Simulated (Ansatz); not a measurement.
**Ge4Pd4S3: a short molecular-dynamics run**

What does Ge4Pd4S3 do over 40 steps of 1.5 fs under a Langevin thermostat and barostat at 900 K and 1 GPa? The cell is a randomly packed cell of 11 atoms, taken as it stands, without a relaxation.

Method: DFT PBE, plane waves, PAW, scalar-relativistic, no spin polarisation, in Ansatz 0.2.0.

## 1. The starting structure

The cell holds 11 atoms (Ge4Pd4S3): a = 5.165 Å, b = 7.038 Å, c = 5.520 Å, α = 89.47°, β = 88.30°, γ = 96.04°.

As a file:

```
CELL_PARAMETERS angstrom
5.14471 -0.01091 -0.46181
-0.70012 6.99588 0.31432
0.65602 -0.12922 5.47954
ATOMIC_POSITIONS crystal
Pd 0.74982 0.77793 0.83008
Pd 0.69958 0.16936 0.91327
Pd 0.24009 0.76020 0.04671
Pd 0.26962 0.30939 0.17542
S 0.66626 0.21460 0.42568
S 0.65759 0.89655 0.27300
S 0.90066 0.46625 0.64562
Ge 0.82934 0.49653 0.15970
Ge 0.47823 0.58814 0.47459
Ge 0.27413 0.27165 0.68365
Ge 0.10520 0.97895 0.42802
```

## 2. Molecular dynamics

input.yaml reads:

```yaml
crystal:
  lattice:
    - [5.144709, -0.010914, -0.461807]
    - [-0.700124, 6.995876, 0.314321]
    - [0.656025, -0.129219, 5.479544]
  atoms:
    - { symbol: Pd, position: [0.749816, 0.777933, 0.830082] }
    - { symbol: Pd, position: [0.699578, 0.169356, 0.913271] }
    - { symbol: Pd, position: [0.240086, 0.760204, 0.046707] }
    - { symbol: Pd, position: [0.269619, 0.309386, 0.175419] }
    - { symbol: S, position: [0.666264, 0.214605, 0.425682] }
    - { symbol: S, position: [0.657592, 0.896551, 0.273001] }
    - { symbol: S, position: [0.900656, 0.466252, 0.645621] }
    - { symbol: Ge, position: [0.829343, 0.496532, 0.159695] }
    - { symbol: Ge, position: [0.478227, 0.588144, 0.474588] }
    - { symbol: Ge, position: [0.274126, 0.271653, 0.683653] }
    - { symbol: Ge, position: [0.105196, 0.97895, 0.428019] }
kpoints:
  mp_grid: { grid: [3, 2, 3] }
magnetization:
  spin_polarized: false
scf:
  occupations: { method: fermi_dirac, width: 0.1 }
hamiltonian:
  pseudopotentials: { kind: paw }
  xc: pbe
basis:
  ecutwfc: 420
md:
  timestep: 1.5
  n_steps: 40
  ensemble: npt_langevin
  temperature: 900.0
  initial_velocities: maxwell_boltzmann
  seed: 948240
  pressure: 1.0
```

The run is started by

```
$ ansatz run input.yaml --threads 2 --pin off --max-ram 2560MiB --backend cpu --events-out ev --progress --plain --runs-dir out
```

Standard output (excerpt; [...] marks lines left out):

```text
Warning: md: disabling space-group detection — thermal motion breaks the input geometry's symmetry, so no spatial operation reduces the k-mesh or symmetrises the density; time reversal is kept, so that k and −k are solved as one point where they differ and the mesh holds both, and exact [...]
Warning: RAYON_NUM_THREADS=2 ignored (pool sized by the plan → 2); use --threads N
[...]
Pseudopotentials: kind: paw
Pseudopotential: Pd, paw, valence charge 18, recommended cutoff 420 eV (normal), Pd.paw.azcp
Pseudopotential: S, paw, valence charge 6, recommended cutoff 420 eV (normal), S.paw.azcp
Pseudopotential: Ge, paw, valence charge 14, recommended cutoff 420 eV (normal), Ge.paw.azcp
Functional definition: PBE
[...]
Crystal: 11 atoms, lattice volume = 199.461 Å³
Basis set: ecut = 420 eV (smoothed over ±3.0 %; plane waves to 437.0 eV, density to 1747.9 eV), 4135 PW (Γ), exchange–correlation on 72×96×80 points (8 copies of the dense FFT grid, shifted against one another)
Bands: 88, of which v1, the nominal top of the filled ones, is band 73 counted from 1 (72 counted from 0)
Symmetry: 1 space group operations
k-points: 10 of 18 (time reversal used)
[...]
SCF iter   1: F=—  HF=-47775.110320 eV  |F-HF|=—  |Δ(HF+E_count)|=         —  Δρ=5.34e-3  dr2=5.39e-2  ethr=1.77e-3  ⟨swp⟩=5.3  Hψ=3155  notcnv=0  defer=3
[...]
md step     0: t =     0.00 fs  T =   818.2 K  F+E_penalty+E_count = -47775.10522234 eV  E_kin = 1.163340 eV  conserved = -47773.10765250 eV  P_inst = 1.3460 GPa  V = 199.4609 Å³  selection 1  (10 SCF iters)
[...]
md step     5: t =     7.50 fs  T =   988.0 K  F+E_penalty+E_count = -47775.33292386 eV  E_kin = 1.404817 eV  conserved = -47773.10775271 eV  P_inst = 1.0030 GPa  V = 199.8601 Å³  selection 1  (6 SCF iters)
md step     6: t =     9.00 fs  T =  1086.9 K  F+E_penalty+E_count = -47775.38707775 eV  E_kin = 1.545390 eV  conserved = -47773.10776689 eV  P_inst = 0.9599 GPa  V = 200.0268 Å³  selection 1  (6 SCF iters)
```

## 3. The log goes on

Output, continued (excerpt; [...] marks lines left out):

```text
md step     7: t =    10.50 fs  T =  1121.2 K  F+E_penalty+E_count = -47775.44260670 eV  E_kin = 1.594170 eV  conserved = -47773.10774526 eV  P_inst = 0.8817 GPa  V = 200.1959 Å³  selection 1  (5 SCF iters)
[...]
md step    15: t =    22.50 fs  T =  1587.7 K  F+E_penalty+E_count = -47775.96734794 eV  E_kin = 2.257485 eV  conserved = -47773.10835679 eV  P_inst = 0.8088 GPa  V = 201.8178 Å³  selection 1  (6 SCF iters)
[...]
md step    23: t =    34.50 fs  T =  1582.3 K  F+E_penalty+E_count = -47776.18486473 eV  E_kin = 2.249810 eV  conserved = -47773.10900944 eV  P_inst = 2.4738 GPa  V = 202.7974 Å³  selection 2  (6 SCF iters)
[...]
md step    31: t =    46.50 fs  T =  1318.7 K  F+E_penalty+E_count = -47775.67763053 eV  E_kin = 1.875029 eV  conserved = -47773.10809315 eV  P_inst = 5.4336 GPa  V = 204.6091 Å³  selection 2  (6 SCF iters)
[...]
  atom   5  S     -0.46783313     0.39946756     0.68107080
  atom   6  S      0.49104246    -0.58734532     3.16873601
  atom   7  S      0.91522763    -1.65871455    -2.16583476
  atom   8  Ge    -1.44493002    -0.40205915     0.30504675
[...]
--- Stress (GPa, compression-positive) ---
        2.737796      -3.752071      -3.713564
       -3.752071       5.962439       3.002224
       -3.713564       3.002224       7.018120
  P = ⅓ Tr σ = 5.2395 GPa (52.395 kbar)
--- MD trajectory: 40 steps, t = 0.0 → 60.0 fs ---
  final state: T = 977.6 K   F+E_penalty+E_count = -47775.37371063 eV   E_kin = 1.390032 eV
  conserved energy: peak-to-peak 2.070e-3 eV (1.882e-4 eV/atom) at the most on one of 2 selections of grids, which stood over 31.5 fs
  cell: V = 209.4594 Å³ at the end; means of 41 rows, the approach among them: V = 202.9090 Å³, P_inst = 2.8099 GPa
  mean static stress (GPa): xx 1.8928  yy 3.2142  zz 0.4916  yz 1.1455  xz -2.3727  xy -1.8607
  the result is of one more SCF, on plane waves selected at the last cell: its energy does not rank with the rows'
```

Wall time 2.4 min (2 threads of Intel Xeon 6975P-C (Granite Rapids), shared host); peak memory 0.81 GiB.

## 4. What the atoms did

One step in 3; energies are changes from step 0; msd is the mean square displacement from the start, the centre of mass held:

```tsv
time (fs)	T (K)	potential energy change (meV/atom)	conserved energy change (meV/atom)	volume (Å³/atom)	pressure (GPa)	msd S (Å²)	msd Ge (Å²)	msd Pd (Å²)
0.0	818	0.0	0.00	18.13	1.3	0.000	0.000	0.000
4.5	890	-11.2	-0.01	18.14	1.2	0.002	0.000	0.000
9.0	1087	-25.6	-0.01	18.18	1.0	0.007	0.001	0.002
13.5	1187	-41.4	-0.02	18.24	0.7	0.019	0.003	0.004
18.0	1328	-59.2	-0.03	18.31	0.6	0.037	0.006	0.008
22.5	1588	-78.4	-0.06	18.35	0.8	0.063	0.011	0.012
27.0	1492	-92.5	-0.08	18.38	1.1	0.100	0.017	0.017
31.5	1466	-99.1	-0.09	18.41	1.8	0.144	0.024	0.023
36.0	1515	-95.5	-0.13	18.44	2.8	0.194	0.033	0.029
40.5	1563	-79.8	-0.10	18.50	4.1	0.248	0.045	0.036
45.0	1349	-59.1	-0.04	18.57	5.1	0.301	0.057	0.043
49.5	1244	-38.5	-0.01	18.67	6.0	0.354	0.071	0.050
54.0	1107	-23.9	0.04	18.82	6.3	0.403	0.087	0.054
58.5	921	-21.5	0.06	18.98	6.1	0.440	0.103	0.058
60.0	978	-24.4	0.05	19.04	5.9	0.452	0.108	0.059
```

time (fs), T (K) and a bar:
```
      0.0        818 
      3.0        853 #
      4.5        890 ###
      7.5        988 ######
     10.5       1121 ###########
     13.5       1187 ##############
     15.0       1152 ############
     18.0       1328 ###################
     21.0       1472 ########################
     24.0       1550 ###########################
     25.5       1573 ############################
     28.5       1446 #######################
     31.5       1466 ########################
     34.5       1582 ############################
     36.0       1515 ##########################
     39.0       1627 ##############################
     42.0       1447 #######################
     45.0       1349 ####################
     46.5       1319 ###################
     49.5       1244 ################
     52.5       1061 #########
     55.5       1003 #######
     57.0        920 ####
     60.0        978 ######
```

Bonds that form or break, judged by distance (formed within 1.15 times the sum of covalent radii and held on average over 12 fs, broken when stretched by half; pairs already stretched at the start don't count as bonds):

```tsv
time (fs)	bond	event
46.5	S5–S7	breaks
```

## 5. Snapshots as a file

Positions (Å) and forces (eV/Å):

```xyz
11
Lattice="5.148 -0.011 -0.462 -0.701 7.001 0.315 0.656 -0.129 5.483" Properties=species:S:1:pos:R:3:forces:R:3 pbc="T T T" time_fs=7.5 T=988 dE=-0.2277
Pd    3.878    5.337    4.474    0.361   -0.380   -0.102
Pd    4.057    1.056    4.742    0.221    0.040   -0.099
Pd    0.736    5.271    0.382    0.116   -0.153    0.638
Pd    1.258    2.154    0.904   -0.167    0.076   -0.101
S     3.552    1.443    2.078    0.164   -1.480   -0.255
S     3.012    6.292    1.430   -0.365    0.101   -1.159
S     4.747    3.222    3.277   -0.670    1.483    1.044
Ge    4.040    3.423    0.612    0.971    0.532   -0.908
Ge    2.350    4.053    2.573   -0.596    0.848    0.137
Ge    1.674    1.817    3.740   -0.067   -0.543    1.213
Ge    0.142    6.773    2.614    0.033   -0.524   -0.407
11
Lattice="5.157 -0.011 -0.463 -0.702 7.013 0.315 0.658 -0.130 5.493" Properties=species:S:1:pos:R:3:forces:R:3 pbc="T T T" time_fs=15.0 T=1152 dE=-0.5181
Pd    3.897    5.353    4.498    0.371   -0.383   -0.155
Pd    4.038    1.057    4.760    0.263   -0.064   -0.242
Pd    0.743    5.231    0.381    0.151   -0.174    0.659
Pd    1.230    2.170    0.873   -0.012    0.059    0.112
S     3.532    1.431    2.083    0.041   -1.238   -0.122
S     3.084    6.362    1.369   -0.459    0.042   -1.046
S     4.770    3.322    3.290   -0.715    1.408    0.799
Ge    4.068    3.410    0.576    0.814    0.495   -0.624
Ge    2.330    4.052    2.592   -0.472    0.787    0.025
Ge    1.680    1.817    3.784   -0.156   -0.462    0.969
Ge    0.150    6.768    2.627    0.173   -0.469   -0.374
11
Lattice="5.165 -0.011 -0.464 -0.703 7.023 0.316 0.659 -0.130 5.501" Properties=species:S:1:pos:R:3:forces:R:3 pbc="T T T" time_fs=22.5 T=1588 dE=-0.8621
Pd    3.915    5.369    4.520    0.389   -0.246   -0.225
Pd    4.013    1.063    4.774    0.343   -0.150   -0.428
Pd    0.759    5.200    0.384    0.177   -0.138    0.704
Pd    1.201    2.187    0.832    0.147    0.057    0.415
S     3.501    1.408    2.101   -0.065   -0.878    0.052
S     3.124    6.447    1.281   -0.414   -0.081   -0.784
S     4.775    3.443    3.318   -0.618    1.166    0.399
Ge    4.105    3.405    0.546    0.601    0.411   -0.372
Ge    2.297    4.067    2.607   -0.416    0.621   -0.019
Ge    1.687    1.814    3.833   -0.307   -0.327    0.593
Ge    0.156    6.753    2.636    0.163   -0.436   -0.335
11
Lattice="5.170 -0.011 -0.464 -0.704 7.030 0.316 0.659 -0.130 5.507" Properties=species:S:1:pos:R:3:forces:R:3 pbc="T T T" time_fs=30.0 T=1433 dE=-1.0762
Pd    3.925    5.383    4.541    0.316    0.112   -0.293
Pd    3.990    1.065    4.789    0.395   -0.078   -0.732
Pd    0.767    5.170    0.386    0.241   -0.034    0.745
Pd    1.180    2.201    0.791    0.310    0.038    0.816
S     3.471    1.379    2.113   -0.190   -0.435    0.289
S     3.144    6.526    1.177   -0.260   -0.364   -0.209
S     4.786    3.585    3.347   -0.337    0.620   -0.166
Ge    4.147    3.406    0.511    0.305    0.309   -0.168
Ge    2.267    4.071    2.620   -0.416    0.471   -0.044
Ge    1.697    1.806    3.882   -0.471   -0.235    0.066
Ge    0.155    6.724    2.638    0.105   -0.404   -0.305
11
Lattice="5.175 -0.011 -0.465 -0.704 7.037 0.316 0.660 -0.130 5.512" Properties=species:S:1:pos:R:3:forces:R:3 pbc="T T T" time_fs=37.5 T=1627 dE=-1.0068
Pd    3.932    5.394    4.566    0.041    0.576   -0.451
Pd    3.969    1.069    4.805    0.428    0.263   -1.168
Pd    0.759    5.140    0.387    0.421    0.158    0.721
Pd    1.156    2.207    0.752    0.492   -0.015    1.310
S     3.459    1.353    2.127   -0.312   -0.050    0.507
S     3.149    6.583    1.062    0.034   -0.706    0.878
S     4.794    3.723    3.364    0.105   -0.189   -0.822
Ge    4.195    3.417    0.474   -0.132    0.143    0.028
Ge    2.234    4.089    2.632   -0.428    0.315   -0.085
Ge    1.721    1.809    3.923   -0.640   -0.182   -0.628
Ge    0.153    6.677    2.635   -0.009   -0.313   -0.290
11
Lattice="5.186 -0.011 -0.465 -0.706 7.052 0.317 0.661 -0.130 5.523" Properties=species:S:1:pos:R:3:forces:R:3 pbc="T T T" time_fs=45.0 T=1349 dE=-0.6504
Pd    3.936    5.420    4.589   -0.291    0.853   -0.646
Pd    3.956    1.079    4.838    0.482    0.811   -1.669
Pd    0.760    5.119    0.391    0.631    0.410    0.640
Pd    1.135    2.202    0.710    0.585   -0.039    1.975
S     3.443    1.305    2.161   -0.402    0.251    0.643
S     3.162    6.637    0.970    0.368   -1.071    2.137
S     4.808    3.847    3.375    0.568   -0.961   -1.429
Ge    4.251    3.444    0.441   -0.650   -0.086    0.207
Ge    2.206    4.129    2.633   -0.438    0.140   -0.102
Ge    1.753    1.814    3.960   -0.807   -0.100   -1.493
Ge    0.146    6.632    2.623   -0.047   -0.208   -0.265
11
Lattice="5.204 -0.011 -0.467 -0.708 7.077 0.318 0.664 -0.131 5.543" Properties=species:S:1:pos:R:3:forces:R:3 pbc="T T T" time_fs=52.5 T=1061 dE=-0.3019
Pd    3.949    5.460    4.609   -0.578    0.946   -0.785
Pd    3.955    1.099    4.872    0.591    1.104   -1.798
Pd    0.771    5.111    0.401    0.870    0.675    0.533
Pd    1.123    2.197    0.688    0.594   -0.047    2.372
S     3.428    1.255    2.207   -0.458    0.374    0.688
S     3.193    6.670    0.904    0.533   -0.947    3.115
S     4.801    3.970    3.354    0.936   -1.631   -2.018
Ge    4.312    3.479    0.399   -1.139   -0.332    0.325
Ge    2.178    4.177    2.631   -0.438   -0.020   -0.095
Ge    1.782    1.817    3.993   -0.860    0.023   -2.084
Ge    0.138    6.602    2.623   -0.051   -0.146   -0.254
11
Lattice="5.229 -0.011 -0.469 -0.712 7.111 0.319 0.667 -0.131 5.570" Properties=species:S:1:pos:R:3:forces:R:3 pbc="T T T" time_fs=60.0 T=978 dE=-0.2685
Pd    3.960    5.505    4.631   -0.541    0.709   -0.755
Pd    3.970    1.134    4.896    0.842    0.893   -1.546
Pd    0.793    5.122    0.419    0.990    0.818    0.471
Pd    1.119    2.195    0.681    0.582   -0.034    2.517
S     3.412    1.226    2.254   -0.468    0.399    0.681
S     3.230    6.709    0.884    0.491   -0.587    3.169
S     4.801    4.071    3.304    0.915   -1.659   -2.166
Ge    4.370    3.509    0.355   -1.445   -0.402    0.305
Ge    2.157    4.225    2.630   -0.414   -0.129   -0.050
Ge    1.814    1.817    4.027   -0.886    0.133   -2.372
Ge    0.132    6.579    2.642   -0.069   -0.141   -0.253
```

## 6. Outcome

```
                              quantity                            value
                                length               40 steps of 1.5 fs
      temperature, first and last step                    818 and 978 K
              temperature, second half  mean 1312 K, from 920 to 1627 K
         potential energy, second half      -60 meV/atom from the start
largest change of the conserved energy                    0.13 meV/atom
           volume, first and last step          18.13 and 19.04 Å³/atom
 mean square displacement, second half   S 0.298, Ge 0.060, Pd 0.042 Å²
```

Against a set 900 K the second half averages 1312 K, going from 1433 to 978 K over that half. The conserved energy strays from its start by at most 0.13 meV/atom, under 0.1 % of the mean kinetic energy, so a step of 1.5 fs is short enough over this time. The bonding pattern changes, first at 46.5 fs: S5–S7 breaks. Over the second half S atoms stand 0.5 Å (root mean square) from where they began, and the farthest move is 0.8 Å. The volume changes by +5.0 % from first to last step, and is still moving at the end, so it is no equilibrium value. Averages from a run of 60 fs with 11 atoms are rough. The k-mesh is coarse.
